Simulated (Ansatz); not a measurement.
**C2H6SSe: harmonic frequencies at the relaxed geometry from a Python script**

At which frequencies does C2H6SSe vibrate? Wanted for C2H6SSe: harmonic frequencies at the relaxed geometry. SMILES: CSC[SeH].

Computed with Ansatz 0.2.0, driven from Python. Level of theory: PBE0+D4/def2-SVP.

## Step 1: The structure

Bond lengths: C1–S2 1.780 Å, S2–C3 1.812 Å, C3–Se4 2.019 Å, C1–H5 1.114 Å, C1–H6 1.186 Å, C1–H7 1.104 Å, C3–H8 1.141 Å, C3–H9 1.057 Å, Se4–H10 1.511 Å. Angles: C1–S2–C3 93.1°, S2–C1–H5 113.4°, S2–C1–H6 108.2°, S2–C1–H7 112.8°, H5–C1–H6 105.1°, H5–C1–H7 111.0°, H6–C1–H7 105.7°, S2–C3–Se4 110.2°, S2–C3–H8 108.1°, S2–C3–H9 112.3°, Se4–C3–H8 103.3°, Se4–C3–H9 113.4°, H8–C3–H9 109.0°, C3–Se4–H10 90.4°.

The script holds or builds the structure itself.

## Step 2: The script

Contents of c2h6sse.py:

```python
"""Vibrations and zero-point energy of C2H6SSe."""

import itertools

import ansatz as az
from ase.data import atomic_numbers, covalent_radii
import numpy as np

BASIS_SET = "def2-SVP"
FUNCTIONAL = "pbe0"
DISPERSION = "d4"


def main() -> None:
    geometry_ang = [
        ("C", [-1.2235, 0.7968, -0.4624]),
        ("S", [-0.2054, 0.745, 0.9967]),
        ("C", [0.4854, -0.8772, 0.578]),
        ("Se", [1.9835, -0.6732, -0.7603]),
        ("H", [-1.9966, -0.0043, -0.4903]),
        ("H", [-1.8324, 1.8146, -0.4533]),
        ("H", [-0.6342, 0.8101, -1.3956]),
        ("H", [1.0126, -1.2875, 1.5025]),
        ("H", [-0.2588, -1.5631, 0.2734]),
        ("H", [2.7526, 0.1876, 0.2142]),
    ]
    mol = az.Crystal.molecule()
    for symbol, xyz in geometry_ang:
        mol = mol.atom(symbol, xyz)

    setup = (
        mol.calculation()
        .basis(gaussian=BASIS_SET)
        .functional(FUNCTIONAL, dispersion=DISPERSION)
    )
    symbols = [site.symbol for site in mol.cartesian_sites]
    start = np.array([site.position_ang for site in mol.cartesian_sites], dtype=float)
    summary = setup.relax(force_tolerance=0.003, max_steps=100).run(threads=1).report
    end = np.array(summary["positions_ang"])

    # pairs closer than 1.2 times the sum of covalent radii, before or after
    radius = [covalent_radii[atomic_numbers[s]] for s in symbols]
    span = lambda where, i, j: np.linalg.norm(where[i] - where[j])
    bonded = [(i, j) for i, j in itertools.combinations(range(len(symbols)), 2) if min(span(start, i, j), span(end, i, j)) < 1.2 * (radius[i] + radius[j])]
    print("pair        before    after (A)")
    for i, j in bonded:
        print(f"{symbols[i]}{i}-{symbols[j]}{j}".ljust(10), f"{span(start, i, j):8.4f} {span(end, i, j):8.4f}")

    # same settings at the minimum
    minimum = az.Crystal.molecule()
    for symbol, place in zip(symbols, end):
        minimum = minimum.atom(symbol, place.tolist())
    vibrating = minimum.calculation()
    vibrating = vibrating.basis(gaussian=BASIS_SET).functional(FUNCTIONAL, dispersion=DISPERSION)
    vibrating = vibrating.phonons(temperatures=(100, 500, 100))
    vib = vibrating.run(threads=1).report["vibrations"]
    sums = vib["harmonic_sums"]
    modes = [m["omega_inv_cm"] for m in sums["modes_at_gamma"] if m["rigid_motion"] == "no"]
    for number, w in enumerate(modes, start=1):
        print(f"mode {number:2d} {w:9.1f} 1/cm {w / 8065.544 * 1000:8.2f} meV")
    print("imaginary modes:", sum(w < 0 for w in modes), " zero-point energy:", round(sums["zero_point_energy_ev"], 4), "eV")
    print("T (K)   F_vib (eV)   S_vib (meV/K)   C_vib (meV/K)")
    for row in zip(sums["temperatures_k"], sums["vibrational_free_energy_ev"], vib["entropy_ev_per_k"], vib["heat_capacity_ev_per_k"]):
        print(f"{row[0]:6.1f} {row[1]:11.4f} {1000 * row[2]:13.4f} {1000 * row[3]:15.4f}")


if __name__ == "__main__":
    main()
```

## Step 3: The input behind the calls

The engine receives this input (first run):

```yaml
crystal:
  periodic: [false, false, false]
  atoms:
    - { symbol: C, position_ang: [-1.2235, 0.7968, -0.4624] }
    - { symbol: S, position_ang: [-0.2054, 0.745, 0.9967] }
    - { symbol: C, position_ang: [0.4854, -0.8772, 0.578] }
    - { symbol: Se, position_ang: [1.9835, -0.6732, -0.7603] }
    - { symbol: H, position_ang: [-1.9966, -0.0043, -0.4903] }
    - { symbol: H, position_ang: [-1.8324, 1.8146, -0.4533] }
    - { symbol: H, position_ang: [-0.6342, 0.8101, -1.3956] }
    - { symbol: H, position_ang: [1.0126, -1.2875, 1.5025] }
    - { symbol: H, position_ang: [-0.2588, -1.5631, 0.2734] }
    - { symbol: H, position_ang: [2.7526, 0.1876, 0.2142] }
basis:
  gaussian:
    orbitals: def2-SVP
hamiltonian:
  xc: pbe0
  dispersion: d4
relax:
  f_tol: 0.003
  max_steps: 100
```

## Step 4: The run

Launch:

```console
$ python c2h6sse.py
```

Without the output at hand: what should come out? Wanted: moves of the relaxation of run 1; energy gained in run 1; last largest force component of run 1; highest frequency; imaginary modes; zero-point energy.

The runs gave:

| quantity | value |
| --- | --- |
| runs compared | 2 |
| moves of the relaxation of run 1 | 8 |
| energy gained in run 1 | 0.386 eV |
| last largest force component of run 1 | 0.0008 eV/Å |
| highest frequency | 3185 cm⁻¹ |
| imaginary modes | 0 |
| zero-point energy | 2.025 eV |

In CPU time, run 2 (phonons) cost about 4 times as much as run 1 (relaxation). Run 1: The relaxation took 8 moves; the largest shift is 0.323 Å, of atom 10 (H). All frequencies are real, so the geometry is a minimum. The values are harmonic; measured fundamentals also hold anharmonic shifts, mostly downward for stretches. The frequencies are harmonic and unscaled, in a modest basis. The result belongs to the one conformer reached from this start, and soft torsions count as harmonic oscillators.
